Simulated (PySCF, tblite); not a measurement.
# C10H10ClN: excited states

What do calculations give for the excited states of C10H10ClN (`CN(C)C1=CC2=CC(Cl)=CC2=C1`)?

Programs: tblite 0.8.0 and PySCF 2.14.0, with routines of our own; each step states its level. All values are computed. Atoms count from 0.

## 1. The starting structure

22 atoms, charge 0, multiplicity 1; geometry from: force field or distance geometry start.

## 2. Geometry optimisation with GFN2-xTB

What the job is given:

```
{"job": {"kind": "relax", "xc": "GFN2-xTB", "basis": "xTB"}, "charge": 0, "multiplicity": 1}
C     -2.822000    -0.056000    -1.026300
N     -1.907700     0.203400     0.066400
C     -2.512200     0.522200     1.362500
C     -0.533500     0.049900    -0.081500
C      0.159000    -0.366300    -1.158800
C      1.528000    -0.354300    -0.793300
C      2.765300    -0.595800    -1.250100
C      3.698300    -0.313000    -0.142400
Cl     5.377800    -0.502000    -0.293700
C      3.031400     0.089900     0.962100
C      1.659500     0.074400     0.573500
C      0.425200     0.316400     1.025000
H     -2.977200    -1.129300    -1.148500
H     -2.452200     0.371800    -1.965600
H     -3.814600     0.409500    -0.845100
H     -2.217200     1.526100     1.698600
H     -3.614400     0.522300     1.310700
H     -2.233400    -0.209700     2.123000
H     -0.229000    -0.643300    -2.122100
H      3.053600    -0.936000    -2.221900
H      3.441500     0.373800     1.917000
H      0.163300     0.665500     2.009700
```

On the command line:

```console
OMP_NUM_THREADS=1 python excited_run.py task.json out
```

One launch serves the whole session: the jobs run in the order shown.

The log of the run:

```text
step      E/eV     max force
  0    -922.66675    1.923
  1    -922.75173    0.944
  2    -922.78826    0.578
  3    -922.80858    0.259
  4    -922.81786    0.276
  5    -922.82392    0.172
  6    -922.82942    0.204
  7    -922.83313    0.210
  8    -922.83590    0.145
  9    -922.83773    0.095
 10    -922.83893    0.075
 11    -922.83994    0.088
 12    -922.84096    0.076
 13    -922.84174    0.058
 14    -922.84227    0.051
 15    -922.84272    0.055
 16    -922.84319    0.050
 17    -922.84364    0.044
 18    -922.84399    0.045
 19    -922.84424    0.040
 20    -922.84443    0.032
 21    -922.84458    0.025
 22    -922.84468    0.022
 23    -922.84478    0.021
 24    -922.84487    0.021
 25    -922.84495    0.020
 26    -922.84504    0.025
 27    -922.84515    0.040
 28    -922.84532    0.048
 29    -922.84554    0.041
 30    -922.84573    0.037
 31    -922.84590    0.033
 32    -922.84607    0.032
 33    -922.84627    0.035
 34    -922.84645    0.027
 35    -922.84658    0.026
 36    -922.84667    0.023
 37    -922.84677    0.021
 38    -922.84689    0.025
 39    -922.84699    0.023
 40    -922.84708    0.021
 41    -922.84718    0.023
 42    -922.84728    0.028
 43    -922.84739    0.026
 44    -922.84747    0.027
 45    -922.84755    0.027
 46    -922.84767    0.029
 47    -922.84787    0.038
 48    -922.84815    0.041
 49    -922.84853    0.048
 50    -922.84902    0.053
 51    -922.84969    0.064
 52    -922.85052    0.072
 53    -922.85120    0.075
 54    -922.85051    0.132
 55    -922.85187    0.044
 56    -922.85204    0.044
 57    -922.85254    0.040
 58    -922.85281    0.035
 59    -922.85318    0.038
 60    -922.85335    0.045
 61    -922.85356    0.037
 62    -922.85373    0.033
 63    -922.85400    0.021
 64    -922.85408    0.018
 65    -922.85421    0.016
 66    -922.85428    0.015
 67    -922.85433    0.016
 68    -922.85437    0.020
 69    -922.85442    0.016
 70    -922.85451    0.020
 71    -922.85457    0.022
 72    -922.85467    0.022
 73    -922.85481    0.024
 74    -922.85500    0.027
 75    -922.85524    0.031
 76    -922.85547    0.037
 77    -922.85557    0.061
 78    -922.85561    0.056
 79    -922.85585    0.022
 80    -922.85592    0.020
 81    -922.85603    0.018
 82    -922.85608    0.019
 83    -922.85624    0.020
 84    -922.85632    0.018
 85    -922.85638    0.018
 86    -922.85642    0.018
 87    -922.85650    0.017
 88    -922.85660    0.028
 89    -922.85674    0.037
 90    -922.85690    0.039
 91    -922.85710    0.034
 92    -922.85736    0.040
 93    -922.85759    0.037
 94    -922.85775    0.063
 95    -922.85793    0.028
 96    -922.85804    0.021
 97    -922.85815    0.020
 98    -922.85826    0.018
 99    -922.85833    0.021
100    -922.85839    0.020
101    -922.85845    0.020
102    -922.85851    0.022
103    -922.85858    0.025
104    -922.85864    0.020
105    -922.85869    0.023
106    -922.85874    0.013
107    -922.85878    0.016
108    -922.85881    0.011
109    -922.85882    0.009
```

It took 2 s on 1 thread of Arm Neoverse N1, shared host.

The steps of the relaxation: (not every step is listed)

```tsv
step	energy from step 0 (eV)	largest force (eV/Å)
0	0.0000	1.9229
1	-0.0850	0.9445
2	-0.1215	0.5778
3	-0.1418	0.2594
4	-0.1511	0.2762
5	-0.1572	0.1722
6	-0.1627	0.2038
7	-0.1664	0.2096
8	-0.1692	0.1445
17	-0.1769	0.0441
26	-0.1783	0.0247
35	-0.1798	0.0258
44	-0.1807	0.0269
53	-0.1844	0.0753
62	-0.1870	0.0329
71	-0.1878	0.0217
80	-0.1892	0.0205
89	-0.1900	0.0369
98	-0.1915	0.0181
104	-0.1919	0.0200
105	-0.1919	0.0227
106	-0.1920	0.0127
107	-0.1920	0.0157
108	-0.1921	0.0109
109	-0.1921	0.0093
```

Distances of close pairs at the start and the end, largest changes first:

```tsv
bond	before (Å)	after (Å)	change (Å)
C5–C10	1.438	1.473	+0.034
C9–C10	1.426	1.457	+0.031
C4–C5	1.417	1.441	+0.024
N1–C3	1.391	1.367	-0.024
N1–C2	1.465	1.441	-0.024
C0–H14	1.111	1.089	-0.022
C3–C4	1.347	1.362	+0.016
C2–H15	1.099	1.086	-0.013
```

The next job starts from the end point, and lists it.

## 3. Harmonic vibrations with GFN2-xTB

What the job is given:

```
{"job": {"kind": "ir", "xc": "GFN2-xTB", "basis": "xTB"}, "charge": 0, "multiplicity": 1}
C     -2.753912    -0.053191    -1.017901
N     -1.907887     0.364616     0.072437
C     -2.551896     0.439408     1.359760
C     -0.567487     0.122882    -0.040731
C      0.104379    -0.368859    -1.118776
C      1.508439    -0.360886    -0.792536
C      2.739410    -0.659581    -1.246230
C      3.687417    -0.313118    -0.163059
Cl     5.370340    -0.541209    -0.344465
C      3.051524     0.182239     0.915519
C      1.635446     0.175417     0.573383
C      0.413807     0.469276     1.034565
H     -2.835842    -1.144846    -1.082677
H     -2.344792     0.320631    -1.955329
H     -3.750193     0.364447    -0.880123
H     -1.925076     0.969386     2.070970
H     -3.488307     0.989408     1.256122
H     -2.777415    -0.555374     1.765769
H     -0.301932    -0.714223    -2.047701
H      3.046913    -1.066263    -2.190847
H      3.480426     0.513489     1.840314
H      0.156227     0.885736     1.990687
```

The log of the run:

```text
mode    cm-1     km/mol
  1      22.8      0.28
  2      57.4      1.54
  3      99.1      1.96
  4     132.2      0.65
  5     154.1      5.84
  6     169.0      2.50
  7     211.0      1.95
  8     257.5      7.03
  9     272.6     16.58
 10     307.5      3.46
 11     396.7      4.45
 12     411.5      1.33
 13     435.2      2.47
 14     521.8      0.35
 15     540.9      3.95
 16     577.7      7.96
 17     583.8     15.73
 18     659.3      0.63
 19     700.2      1.38
 20     718.0     21.68
 21     764.0     11.33
 22     788.2     18.29
 23     807.2      1.48
 24     847.7     18.41
 25     868.5      1.08
 26     885.6     14.70
 27     978.5      4.54
 28    1042.8    111.21
 29    1045.8     13.04
 30    1083.0      2.64
 31    1097.9     16.03
 32    1111.0     73.69
 33    1129.1      0.89
 34    1141.2     21.19
 35    1180.3     11.95
 36    1200.7    116.32
 37    1230.5     17.20
 38    1274.4     10.55
 39    1295.8     17.01
 40    1361.9     89.36
 41    1410.2      1.10
 42    1423.3      1.20
 43    1471.3      5.96
 44    1474.0      5.07
 45    1487.5      5.33
 46    1489.9      7.70
 47    1557.9     27.02
 48    1599.2    500.71
 49    1639.6     11.92
 50    1683.4     10.03
 51    2897.6     65.55
 52    2912.3     70.30
 53    2997.1     41.36
 54    3018.8     42.14
 55    3019.1     15.14
 56    3056.0     13.75
 57    3132.9     30.50
 58    3149.1     12.31
 59    3164.4     15.99
 60    3169.6     36.35
```

Run time: 2.1 s. Hardware: 1 thread of Arm Neoverse N1, shared host.

Which atoms move in the most intense modes:

```tsv
cm⁻¹	km/mol	atoms
1043	111.2	C7 31 %, H19 21 %, H20 17 %, C6 13 %
1111	73.7	H12 18 %, H17 17 %
1201	116.3	H21 16 %, H19 14 %, C7 13 %, C6 11 %
1362	89.4	N1 32 %, C3 29 %, C4 14 %
1599	500.7	C3 46 %, C4 23 %
2898	65.5	H17 91 %
2912	70.3	H12 91 %
3019	42.1	H14 92 %
```

## 4. Excited states: TDA PBE0/def2-SVP

The job, as its differences from that of step 3:

```diff
@@ -1,2 +1,2 @@
-{"job": {"kind": "ir", "xc": "GFN2-xTB", "basis": "xTB"}, "charge": 0, "multiplicity": 1}
+{"job": {"kind": "states", "xc": "PBE0", "basis": "def2-SVP", "tda": true, "soc": true, "nstates": 6, "ntriplets": 6, "nquad": 4}, "charge": 0, "multiplicity": 1}
 C     -2.753912    -0.053191    -1.017901
```

With the program's defaults for keys left out, this is: TDA PBE0/def2-SVP excited states, vertical, gas phase, spin-orbit mean-field couplings.

The log of the run:

```text
coarse grid: 19752 points
cycle   1  E = -900.6325024760  dE =  2.254e+00  |g| = 5.053e-01  |ddm| = 5.751e+00
cycle   2  E = -900.5308086019  dE =  1.017e-01  |g| = 8.250e-01  |ddm| = 1.708e+00
cycle   3  E = -900.7014903028  dE = -1.707e-01  |g| = 1.508e-01  |ddm| = 1.134e+00
cycle   4  E = -900.7061771725  dE = -4.687e-03  |g| = 7.116e-02  |ddm| = 2.470e-01
cycle   5  E = -900.7071035213  dE = -9.263e-04  |g| = 4.371e-02  |ddm| = 1.300e-01
cycle   6  E = -900.7076370101  dE = -5.335e-04  |g| = 6.672e-03  |ddm| = 5.576e-02
cycle   7  E = -900.7076480357  dE = -1.103e-05  |g| = 2.164e-03  |ddm| = 1.043e-02
cycle   8  E = -900.7076495681  dE = -1.532e-06  |g| = 1.569e-03  |ddm| = 5.298e-03
final grid: 188544 points
cycle   9  E = -900.8158973326  dE = -4.956e-05  |g| = 8.909e-03  |ddm| = 6.092e-02
cycle  10  E = -900.8158871132  dE =  1.022e-05  |g| = 1.095e-02  |ddm| = 2.711e-02
cycle  11  E = -900.8159178618  dE = -3.075e-05  |g| = 2.689e-03  |ddm| = 1.646e-02
cycle  12  E = -900.8159196943  dE = -1.832e-06  |g| = 7.176e-04  |ddm| = 3.782e-03
cycle  13  E = -900.8159198198  dE = -1.255e-07  |g| = 2.376e-04  |ddm| = 1.085e-03
cycle  14  E = -900.8159198330  dE = -1.313e-08  |g| = 6.760e-05  |ddm| = 3.074e-04
cycle  15  E = -900.8159198344  dE = -1.443e-09  |g| = 4.091e-05  |ddm| = 1.450e-04
cycle  16  E = -900.8159198348  dE = -3.840e-10  |g| = 1.929e-05  |ddm| = 4.731e-05
converged SCF energy = -900.8159198348

Singlet excitations
state   eV       nm        f     d(h-e)  d(exc)  Lambda  PR(NTO)  |dmu|/D   mu/D   main configurations
  1   1.4684   844.3   0.00958   0.601   3.321   0.767   1.021    1.682    5.708   H->L 0.98
  2   3.7778   328.2   0.05597   0.267   3.637   0.763   1.075    0.526    4.401   H-1->L 0.62, H-2->L 0.33
  3   4.3428   285.5   0.31948   0.508   3.495   0.756   1.448    1.243    5.575   H-2->L 0.55, H-1->L 0.25, H->L+1 0.08
  4   4.9955   248.2   0.00034   2.881   4.142   0.373   1.010    7.924    3.658   H-3->L 0.95
  5   5.4277   228.4   0.01892   0.185   3.546   0.587   1.206                     H-5->L 0.50, H-4->L 0.40
  6   5.5007   225.4   0.03508   0.361   3.662   0.586   1.290                     H-5->L 0.47, H-4->L 0.36, H->L+1 0.10

Triplet excitations (Tamm-Dancoff)
state   eV     d(h-e)  d(exc)  Lambda  PR(NTO)   main configurations
  1   0.5623   0.410   3.176   0.766   1.030   H->L 0.97
  2   2.5202   0.101   2.994   0.785   1.062   H-2->L 0.74, H-1->L 0.21
  3   2.7499   0.360   3.228   0.753   1.155   H-1->L 0.69, H-2->L 0.22
  4   4.3303   1.073   3.511   0.650   2.091   H-4->L 0.35, H->L+1 0.26, H->L+2 0.19
  5   4.8147   1.436   3.774   0.491   1.668   H-3->L 0.54, H->L+1 0.17, H-4->L 0.11
  6   4.8529   1.575   3.769   0.560   1.550   H-4->L 0.37, H-3->L 0.31, H->L+1 0.13
S1 - T1 = 0.9061 eV

Spin-orbit couplings |<S|Hso|T>| (cm-1)
             T1       T2       T3       T4       T5       T6
S0        0.236    0.089    0.394    2.893   41.900   44.931
S1        0.038    0.106    0.235    1.309   23.305   24.588
S2        0.348    0.437    0.432    3.975   44.399   44.563
S3        0.728    1.111    1.552    3.764   35.045   32.291
S4       35.925   43.732   66.016   37.745   65.937   82.115
S5       11.951   10.449   20.524   15.020   62.506   18.992
S6        5.064    3.829   10.260    1.637   34.769   57.146
T1 sublevels (cm-1): 0.000 0.009 0.009   radiative rates (1/s): 0.000339 0.000936 4.56e-06
```

Wall time 2.2 min (1 thread of Arm Neoverse N1, shared host); peak memory 0.88 GiB.

From this job:

```tsv
quantity	value
S1 less T1	0.91 eV
```

## 5. Excited states: TDA PBE0/STO-3G

What the job is given:

```
{"job": {"kind": "states", "xc": "PBE0", "basis": "STO-3G", "tda": true, "soc": true, "nstates": 2, "ntriplets": 6, "nquad": 4, "scf": {"max_cycle": 92}}, "charge": 0, "multiplicity": 1}
C     -5.204894    -0.100531    -1.923833
N     -3.605906     0.689124     0.136906
C     -4.823083     0.830481     2.569946
C     -1.072550     0.232247    -0.076982
C      0.197276    -0.697144    -2.114487
C      2.850950    -0.682075    -1.497893
C      5.177485    -1.246608    -2.355375
C      6.969218    -0.591793    -0.308182
Cl    10.149943    -1.022885    -0.651039
C      5.767380     0.344432     1.730331
C      3.090993     0.331538     1.083694
C      0.782095     0.886932     1.955328
H     -5.359741    -2.163759    -2.046260
H     -4.431657     0.605993    -3.695572
H     -7.087865     0.688805    -1.663432
H     -3.638394     1.832140     3.914133
H     -6.592900     1.869981     2.374071
H     -5.249314    -1.049657     3.337303
H     -0.570651    -1.349881    -3.870155
H      5.758666    -2.015237    -4.140701
H      6.578005     0.970494     3.478193
H      0.295269     1.674041     3.762398
```

Method: TDA PBE0/STO-3G excited states, vertical, gas phase, spin-orbit mean-field couplings.

The log of the run:

```text
final grid: 188544 points
cycle   1  E = -882.4678730159  dE =  1.384e+00  |g| = 1.920e+00  |ddm| = 5.350e+00
cycle   2  E = -802.0475628728  dE =  8.042e+01  |g| = 3.570e+00  |ddm| = 1.193e+01
cycle   3  E = -819.3466499385  dE = -1.730e+01  |g| = 2.907e+00  |ddm| = 1.457e+01
cycle   4  E = -840.3865075330  dE = -2.104e+01  |g| = 4.397e+00  |ddm| = 1.280e+01
cycle   5  E = -877.4802139023  dE = -3.709e+01  |g| = 3.024e+00  |ddm| = 9.218e+00
cycle   6  E = -881.8003105853  dE = -4.320e+00  |g| = 1.972e+00  |ddm| = 6.418e+00
cycle   7  E = -877.4043429037  dE =  4.396e+00  |g| = 2.458e+00  |ddm| = 4.520e+00
cycle   8  E = -871.3719771408  dE =  6.032e+00  |g| = 2.751e+00  |ddm| = 3.092e+00
cycle   9  E = -864.5255267627  dE =  6.846e+00  |g| = 2.661e+00  |ddm| = 3.041e+00
cycle  10  E = -877.8193783339  dE = -1.329e+01  |g| = 2.652e+00  |ddm| = 6.124e+00
[... 72 cycles left out ...]
cycle  83  E = -860.2537631179  dE =  9.037e+00  |g| = 3.582e+00  |ddm| = 4.386e+00
cycle  84  E = -861.8352130797  dE = -1.581e+00  |g| = 3.602e+00  |ddm| = 1.107e+00
cycle  85  E = -786.4405031904  dE =  7.539e+01  |g| = 1.008e+00  |ddm| = 1.323e+01
cycle  86  E = -836.7240445213  dE = -5.028e+01  |g| = 3.559e+00  |ddm| = 1.426e+01
cycle  87  E = -841.1385657654  dE = -4.415e+00  |g| = 3.493e+00  |ddm| = 3.145e+00
cycle  88  E = -796.8527886914  dE =  4.429e+01  |g| = 1.414e+00  |ddm| = 8.125e+00
cycle  89  E = -799.2272792430  dE = -2.374e+00  |g| = 1.034e+00  |ddm| = 2.999e+00
cycle  90  E = -829.5476270597  dE = -3.032e+01  |g| = 3.126e+00  |ddm| = 7.709e+00
cycle  91  E = -833.6421477339  dE = -4.095e+00  |g| = 3.255e+00  |ddm| = 3.145e+00
cycle  92  E = -833.7323304866  dE = -9.018e-02  |g| = 3.260e+00  |ddm| = 1.039e-01
SCF not converged, last energy = -833.7323304866
```

It took 44 s on 1 thread of Arm Neoverse N1, shared host.

Why it failed: All coordinates were scaled by 1.89, as when Å and bohr are mixed up; on that geometry the gradient is still 3.3e+00 after 92 cycles. Cure: restore the coordinates. Numbers printed on the way are no properties of the molecule.

## 6. Excited states: TDA PBE0/STO-3G in dichloromethane

What the job is given:

```
{"job": {"kind": "states", "xc": "PBE0", "basis": "STO-3G", "tda": true, "soc": true, "nstates": 1, "ntriplets": 6, "nquad": 4, "solvent": "dichloromethane", "frozen_core": false, "scf": {"aux": "def2-qzvpp-jkfit"}}, "charge": 0, "multiplicity": 1}
C     -2.753912    -0.053191    -1.017901
N     -1.907887     0.364616     0.072437
C     -2.551896     0.439408     1.359760
C     -0.567487     0.122882    -0.040731
C      0.104379    -0.368859    -1.118776
C      1.508439    -0.360886    -0.792536
C      2.739410    -0.659581    -1.246230
C      3.687417    -0.313118    -0.163059
Cl     5.370340    -0.541209    -0.344465
C      3.051524     0.182239     0.915519
C      1.635446     0.175417     0.573383
C      0.413807     0.469276     1.034565
H     -2.835842    -1.144846    -1.082677
H     -2.344792     0.320631    -1.955329
H     -3.750193     0.364447    -0.880123
H     -1.925076     0.969386     2.070970
H     -3.488307     0.989408     1.256122
H     -2.777415    -0.555374     1.765769
H     -0.301932    -0.714223    -2.047701
H      3.046913    -1.066263    -2.190847
H      3.480426     0.513489     1.840314
H      0.156227     0.885736     1.990687
```

Method: TDA PBE0/STO-3G excited states, vertical, IEF-PCM dichloromethane (non-equilibrium response), spin-orbit mean-field couplings.

The log of the run:

```text
final grid: 188544 points
cycle   1  E = -890.8748988199  dE =  2.373e+00  |g| = 3.420e-01  |ddm| = 6.741e+00
cycle   2  E = -890.8403694917  dE =  3.453e-02  |g| = 5.004e-01  |ddm| = 1.248e+00
cycle   3  E = -890.9164872422  dE = -7.612e-02  |g| = 6.777e-02  |ddm| = 7.965e-01
cycle   4  E = -890.9177100865  dE = -1.223e-03  |g| = 3.648e-02  |ddm| = 1.737e-01
cycle   5  E = -890.9180884750  dE = -3.784e-04  |g| = 1.194e-02  |ddm| = 6.161e-02
cycle   6  E = -890.9181338382  dE = -4.536e-05  |g| = 3.419e-03  |ddm| = 2.056e-02
cycle   7  E = -890.9181374044  dE = -3.566e-06  |g| = 1.379e-03  |ddm| = 5.432e-03
cycle   8  E = -890.9181379684  dE = -5.640e-07  |g| = 5.091e-04  |ddm| = 2.011e-03
cycle   9  E = -890.9181380491  dE = -8.076e-08  |g| = 2.681e-04  |ddm| = 9.612e-04
cycle  10  E = -890.9181380745  dE = -2.539e-08  |g| = 5.540e-05  |ddm| = 5.174e-04
cycle  11  E = -890.9181380760  dE = -1.509e-09  |g| = 1.481e-05  |ddm| = 1.844e-04
cycle  12  E = -890.9181380761  dE = -8.117e-11  |g| = 4.414e-06  |ddm| = 3.430e-05
converged SCF energy = -890.9181380761

Singlet excitations
state   eV       nm        f     d(h-e)  d(exc)  Lambda  PR(NTO)  |dmu|/D   mu/D   main configurations
  1   1.8127   684.0   0.02733   0.984   3.220   0.780   1.028    2.940    8.449   H->L 0.96

Triplet excitations (Tamm-Dancoff)
state   eV     d(h-e)  d(exc)  Lambda  PR(NTO)   main configurations
  1   0.5875   0.630   3.048   0.781   1.034   H->L 0.96
  2   2.7336   0.219   2.947   0.805   1.095   H-2->L 0.52, H-1->L 0.41
  3   2.9784   0.282   2.899   0.803   1.140   H-1->L 0.48, H-2->L 0.44
  4   4.7223   1.041   3.280   0.703   2.116   H->L+1 0.42, H-3->L 0.30, H-4->L 0.10
  5   5.4496   0.462   3.332   0.704   1.967   H->L+1 0.40, H-3->L 0.36
  6   5.5876   1.993   3.661   0.510   1.029   H-4->L 0.60, H-5->L 0.20, H-3->L 0.17
S1 - T1 = 1.2251 eV

Spin-orbit couplings |<S|Hso|T>| (cm-1)
             T1       T2       T3       T4       T5       T6
S0        0.172    0.057    0.214    0.988    3.596   30.426
S1        0.035    0.055    0.126    0.285    2.115   16.929
T1 sublevels (cm-1): 0.000 0.000 0.007   radiative rates (1/s): 4.94e-07 0.00156 0.000468
```

It took 33 s on 1 thread of Arm Neoverse N1, shared host; peak memory 1 GiB.

In short:

```tsv
quantity	value
S1 less T1	1.23 eV
```

[end of part 1 of 2]
